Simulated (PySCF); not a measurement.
# A gas-phase reaction: H3O2Sb + BrH → BrH2O2Sb + H2

What reaction energy should one expect for `[OH][SbH][OH]` + `Br` → `[OH][Sb]([OH])[Br]` + `[H][H]`?

Computed with PySCF 2.14.0; each step states its level. No surroundings beyond the atoms listed, unless a continuum is named. Atoms count from 0, parts from 1.

## 1. Starting point

Each species was relaxed by itself at PBE0-D3(BJ)/def2-SVPD.

## 2. Energies of the species: wB97M-D3(BJ)/def2-TZVPD

What the job is given:

```
{"job": {"kind": "react", "xc": "wB97M-D3(BJ)", "basis": "def2-TZVPD"}, "charge": 0, "multiplicity": 1}
-1 H3O2Sb charge 0 multiplicity 1
O      0.365090     1.334340    -0.549700
Sb    -0.996140    -0.113690    -0.291990
O      0.239340    -1.629830     0.101080
H      0.635120     1.422160    -1.469470
H     -1.157400     0.400050     1.347320
H      0.874530    -1.430200     0.797670

-1 BrH charge 0 multiplicity 1
Br     0.715030    -0.006650     0.003590
H     -0.708600     0.010190    -0.003890

+1 BrH2O2Sb charge 0 multiplicity 1
O      0.345610     1.565190     0.069130
Sb     0.437620    -0.137940     1.080560
O     -1.397280    -0.799660     0.755580
Br     1.575730    -1.403050    -0.818060
H      0.581820     1.469600    -0.861670
H     -1.677440    -0.765720    -0.167190

+1 H2 charge 0 multiplicity 1
H      0.379930    -0.015070     0.007480
H     -0.379930     0.015070    -0.007480
```

With the program's defaults for keys left out, this is: wB97M-D3(BJ)/def2-TZVPD reaction energy of separated species, gas phase.

Run with:

```bash
$ OMP_NUM_THREADS=1 python cluster_run.py task.json out
```

This one command runs all jobs of the session in turn.

The program printed:

```text
species 1 (H3O2Sb)
coarse grid: 25808 points
cycle   1  E = -391.7367504641  dE = -3.782e+01  |g| = 2.374e+00  |ddm| = 1.584e+01
cycle   2  E = -392.2570262320  dE = -5.203e-01  |g| = 1.849e+00  |ddm| = 5.502e+00
cycle   3  E = -392.6745657753  dE = -4.175e-01  |g| = 8.585e-02  |ddm| = 1.782e+00
cycle   4  E = -392.6755578703  dE = -9.921e-04  |g| = 7.843e-02  |ddm| = 1.405e-01
cycle   5  E = -392.6765957089  dE = -1.038e-03  |g| = 1.566e-02  |ddm| = 4.844e-02
cycle   6  E = -392.6766655253  dE = -6.982e-05  |g| = 5.192e-03  |ddm| = 2.005e-02
cycle   7  E = -392.6766754366  dE = -9.911e-06  |g| = 2.266e-03  |ddm| = 9.544e-03
final grid: 52576 points
cycle   8  E = -392.6767351631  dE = -5.680e-07  |g| = 2.831e-03  |ddm| = 4.607e-03
cycle   9  E = -392.6767342150  dE =  9.481e-07  |g| = 3.819e-03  |ddm| = 3.280e-03
cycle  10  E = -392.6767366375  dE = -2.422e-06  |g| = 1.626e-04  |ddm| = 1.844e-03
cycle  11  E = -392.6767366571  dE = -1.961e-08  |g| = 1.230e-04  |ddm| = 4.078e-04
cycle  12  E = -392.6767366632  dE = -6.096e-09  |g| = 3.515e-05  |ddm| = 2.284e-04
cycle  13  E = -392.6767366635  dE = -3.123e-10  |g| = 6.415e-06  |ddm| = 3.801e-05
converged SCF energy = -392.6767366635

species 2 (BrH)
coarse grid: 9808 points
cycle   1  E = -2574.7444817522  dE = -1.115e+00  |g| = 2.814e-01  |ddm| = 9.887e-01
cycle   2  E = -2574.7574488282  dE = -1.297e-02  |g| = 1.487e-01  |ddm| = 2.655e-01
cycle   3  E = -2574.7608846307  dE = -3.436e-03  |g| = 8.656e-03  |ddm| = 8.708e-02
cycle   4  E = -2574.7609219957  dE = -3.736e-05  |g| = 2.523e-03  |ddm| = 1.268e-02
cycle   5  E = -2574.7609264261  dE = -4.430e-06  |g| = 6.497e-04  |ddm| = 4.934e-03
final grid: 18448 points
cycle   6  E = -2574.7609110880  dE = -1.922e-07  |g| = 3.885e-04  |ddm| = 9.241e-04
cycle   7  E = -2574.7609111156  dE = -2.761e-08  |g| = 2.730e-04  |ddm| = 3.937e-04
cycle   8  E = -2574.7609111227  dE = -7.085e-09  |g| = 3.378e-05  |ddm| = 1.359e-04
cycle   9  E = -2574.7609111237  dE = -1.038e-09  |g| = 1.120e-05  |ddm| = 6.291e-05
cycle  10  E = -2574.7609111238  dE = -4.775e-11  |g| = 1.704e-06  |ddm| = 1.293e-05
converged SCF energy = -2574.7609111238

species 3 (BrH2O2Sb)
coarse grid: 30664 points
cycle   1  E = -2964.9894078769  dE = -3.837e+01  |g| = 2.674e+00  |ddm| = 1.590e+01
cycle   2  E = -2965.3069205142  dE = -3.175e-01  |g| = 2.454e+00  |ddm| = 6.392e+00
cycle   3  E = -2966.2877069903  dE = -9.808e-01  |g| = 2.809e-01  |ddm| = 2.808e+00
cycle   4  E = -2966.2932404498  dE = -5.533e-03  |g| = 2.348e-01  |ddm| = 3.606e-01
cycle   5  E = -2966.3024305250  dE = -9.190e-03  |g| = 3.265e-02  |ddm| = 1.510e-01
cycle   6  E = -2966.3026702710  dE = -2.397e-04  |g| = 7.530e-03  |ddm| = 3.771e-02
cycle   7  E = -2966.3027079506  dE = -3.768e-05  |g| = 2.166e-03  |ddm| = 2.499e-02
cycle   8  E = -2966.3027101067  dE = -2.156e-06  |g| = 5.743e-04  |ddm| = 5.227e-03
final grid: 60280 points
cycle   9  E = -2966.3026649701  dE = -3.781e-07  |g| = 4.074e-04  |ddm| = 3.810e-03
cycle  10  E = -2966.3026650086  dE = -3.852e-08  |g| = 3.093e-04  |ddm| = 7.387e-04
cycle  11  E = -2966.3026650207  dE = -1.209e-08  |g| = 6.181e-05  |ddm| = 2.061e-04
cycle  12  E = -2966.3026650234  dE = -2.683e-09  |g| = 5.053e-05  |ddm| = 1.536e-04
cycle  13  E = -2966.3026650242  dE = -8.595e-10  |g| = 8.570e-06  |ddm| = 7.895e-05
converged SCF energy = -2966.3026650242

species 4 (H2)
coarse grid: 4944 points
cycle   1  E = -1.1694182790  dE = -2.751e-01  |g| = 9.864e-03  |ddm| = 4.504e-01
cycle   2  E = -1.1694525206  dE = -3.424e-05  |g| = 1.161e-03  |ddm| = 9.676e-03
cycle   3  E = -1.1694532028  dE = -6.822e-07  |g| = 1.815e-04  |ddm| = 1.918e-03
final grid: 10744 points
cycle   4  E = -1.1694519904  dE = -2.403e-08  |g| = 4.111e-05  |ddm| = 3.867e-04
cycle   5  E = -1.1694519917  dE = -1.268e-09  |g| = 9.620e-06  |ddm| = 9.167e-05
cycle   6  E = -1.1694519918  dE = -7.514e-11  |g| = 3.020e-07  |ddm| = 2.870e-05
converged SCF energy = -1.1694519918

Reaction energy = -22.340 kcal/mol
```

It took 52 s on 1 thread of Arm Neoverse N1, shared host; peak memory 0.75 GiB.

Species by species (with the dispersion term, which the log's SCF energies lack):

| ν | species | energy (Eh) | HOMO (eV) |
| --- | --- | --- | --- |
| -1 | [OH][SbH][OH] | -392.68119 | -10.01 |
| -1 | Br | -2574.76148 | -11.15 |
| +1 | [OH][Sb]([OH])[Br] | -2966.30861 | -10.58 |
| +1 | [H][H] | -1.16967 | -14.48 |

## 3. Reaction energy: PBE0-D3(BJ)/def2-TZVPD

The job, as its differences from that of step 2:

```diff
@@ -1,2 +1,2 @@
-{"job": {"kind": "react", "xc": "wB97M-D3(BJ)", "basis": "def2-TZVPD"}, "charge": 0, "multiplicity": 1}
+{"job": {"kind": "react", "xc": "PBE0", "basis": "def2-TZVPD", "disp": "d3bj"}, "charge": 0, "multiplicity": 1}
 -1 H3O2Sb charge 0 multiplicity 1
```

With the program's defaults for keys left out, this is: PBE0-D3(BJ)/def2-TZVPD reaction energy of separated species, gas phase.

The program printed:

```text
species 1 (H3O2Sb)
coarse grid: 25808 points
cycle   1  E = -391.1631360362  dE = -3.725e+01  |g| = 2.712e+00  |ddm| = 1.593e+01
cycle   2  E = -391.1900440614  dE = -2.691e-02  |g| = 2.940e+00  |ddm| = 7.618e+00
cycle   3  E = -392.4386181443  dE = -1.249e+00  |g| = 1.370e-01  |ddm| = 3.950e+00
cycle   4  E = -392.4330992753  dE =  5.519e-03  |g| = 2.223e-01  |ddm| = 2.523e-01
cycle   5  E = -392.4421429412  dE = -9.044e-03  |g| = 2.642e-02  |ddm| = 1.407e-01
cycle   6  E = -392.4422498177  dE = -1.069e-04  |g| = 8.623e-03  |ddm| = 2.234e-02
cycle   7  E = -392.4422598743  dE = -1.006e-05  |g| = 4.571e-03  |ddm| = 8.246e-03
cycle   8  E = -392.4422636347  dE = -3.760e-06  |g| = 8.115e-04  |ddm| = 3.236e-03
final grid: 52576 points
cycle   9  E = -392.4422932219  dE =  1.963e-08  |g| = 1.334e-03  |ddm| = 2.559e-03
cycle  10  E = -392.4422924159  dE =  8.060e-07  |g| = 2.503e-03  |ddm| = 2.190e-03
cycle  11  E = -392.4422935431  dE = -1.127e-06  |g| = 1.695e-04  |ddm| = 1.431e-03
cycle  12  E = -392.4422935484  dE = -5.243e-09  |g| = 3.763e-05  |ddm| = 1.333e-04
cycle  13  E = -392.4422935486  dE = -2.526e-10  |g| = 1.355e-05  |ddm| = 3.310e-05
converged SCF energy = -392.4422935486

species 2 (BrH)
coarse grid: 9808 points
cycle   1  E = -2574.4494535706  dE = -1.081e+00  |g| = 2.724e-01  |ddm| = 1.042e+00
cycle   2  E = -2574.4540918297  dE = -4.638e-03  |g| = 1.699e-01  |ddm| = 2.601e-01
cycle   3  E = -2574.4588662055  dE = -4.774e-03  |g| = 3.007e-02  |ddm| = 1.194e-01
cycle   4  E = -2574.4590976897  dE = -2.315e-04  |g| = 4.156e-03  |ddm| = 2.212e-02
cycle   5  E = -2574.4591016921  dE = -4.002e-06  |g| = 1.311e-03  |ddm| = 4.270e-03
final grid: 18448 points
cycle   6  E = -2574.4591027999  dE = -7.033e-08  |g| = 1.375e-03  |ddm| = 2.024e-03
cycle   7  E = -2574.4591028143  dE = -1.434e-08  |g| = 1.399e-03  |ddm| = 1.791e-03
cycle   8  E = -2574.4591030352  dE = -2.209e-07  |g| = 5.149e-05  |ddm| = 8.398e-04
cycle   9  E = -2574.4591030359  dE = -6.808e-10  |g| = 1.026e-05  |ddm| = 4.413e-05
converged SCF energy = -2574.4591030359

species 3 (BrH2O2Sb)
coarse grid: 30664 points
cycle   1  E = -2962.4369698141  dE = -3.612e+01  |g| = 3.910e+00  |ddm| = 1.607e+01
cycle   2  E = -2916.2331917045  dE =  4.620e+01  |g| = 1.289e+01  |ddm| = 1.750e+01
cycle   3  E = -2965.0484669590  dE = -4.882e+01  |g| = 1.931e+00  |ddm| = 1.545e+01
cycle   4  E = -2965.0066468844  dE =  4.182e-02  |g| = 1.892e+00  |ddm| = 2.697e+00
cycle   5  E = -2965.7555420457  dE = -7.489e-01  |g| = 2.346e-01  |ddm| = 1.310e+00
cycle   6  E = -2965.7632663692  dE = -7.724e-03  |g| = 1.699e-01  |ddm| = 4.577e-01
cycle   7  E = -2965.7688088295  dE = -5.542e-03  |g| = 8.081e-02  |ddm| = 1.607e-01
cycle   8  E = -2965.7700008122  dE = -1.192e-03  |g| = 1.456e-02  |ddm| = 6.044e-02
cycle   9  E = -2965.7700379791  dE = -3.717e-05  |g| = 4.350e-03  |ddm| = 1.326e-02
cycle  10  E = -2965.7700421964  dE = -4.217e-06  |g| = 1.390e-03  |ddm| = 6.014e-03
final grid: 60280 points
cycle  11  E = -2965.7700351199  dE =  2.083e-07  |g| = 2.045e-03  |ddm| = 5.467e-03
cycle  12  E = -2965.7700338538  dE =  1.266e-06  |g| = 3.190e-03  |ddm| = 4.823e-03
cycle  13  E = -2965.7700360520  dE = -2.198e-06  |g| = 3.658e-04  |ddm| = 2.809e-03
cycle  14  E = -2965.7700360763  dE = -2.433e-08  |g| = 2.923e-05  |ddm| = 2.512e-04
cycle  15  E = -2965.7700360765  dE = -1.578e-10  |g| = 9.562e-06  |ddm| = 2.718e-05
converged SCF energy = -2965.7700360765

species 4 (H2)
coarse grid: 1240 points
cycle   1  E = -1.1670628263  dE = -2.327e-01  |g| = 2.266e-02  |ddm| = 4.588e-01
cycle   2  E = -1.1672502700  dE = -1.874e-04  |g| = 3.233e-03  |ddm| = 1.896e-02
cycle   3  E = -1.1672547260  dE = -4.456e-06  |g| = 9.769e-05  |ddm| = 2.761e-03
final grid: 10744 points
cycle   4  E = -1.1681370961  dE = -1.924e-06  |g| = 2.735e-04  |ddm| = 1.566e-03
cycle   5  E = -1.1681371243  dE = -2.820e-08  |g| = 3.985e-05  |ddm| = 2.445e-04
cycle   6  E = -1.1681371249  dE = -6.302e-10  |g| = 1.254e-06  |ddm| = 3.097e-05
converged SCF energy = -1.1681371249

Reaction energy = -24.157 kcal/mol
```

Run time: 27 s. Hardware: 1 thread of Arm Neoverse N1, shared host; peak memory 0.66 GiB.

Reaction energy at this level: -24.16 kcal/mol.

## 4. Comparing the runs

Energies in kcal/mol, with wall time:

| run | reaction | time |
| --- | --- | --- |
| wB97M-D3(BJ)/def2-TZVPD | -22.34 | 52 s |
| PBE0-D3(BJ)/def2-TZVPD | -24.16 | 27 s |

## 5. Summary of results

```
                                                quantity                      value
               reaction energy (wB97M-D3(BJ)/def2-TZVPD)            -22.34 kcal/mol
                     ΔH, ΔG at 298 K (xTB thermal terms)      -22.8, -21.3 kcal/mol
range of the reaction energy over the runs of this table  -24.16 to -22.34 kcal/mol
```

In words: The reaction is exothermic by 22.8 kcal/mol in the gas phase; dispersion gives -0.71, and xTB itself gave -29.19 for the electronic energy (xTB energies and thermal terms come from the earlier relaxation of each species, not shown). No barrier was sought. The reaction energy runs from -24.16 (PBE0-D3(BJ)/def2-TZVPD) to -22.34 kcal/mol (wB97M-D3(BJ)/def2-TZVPD).
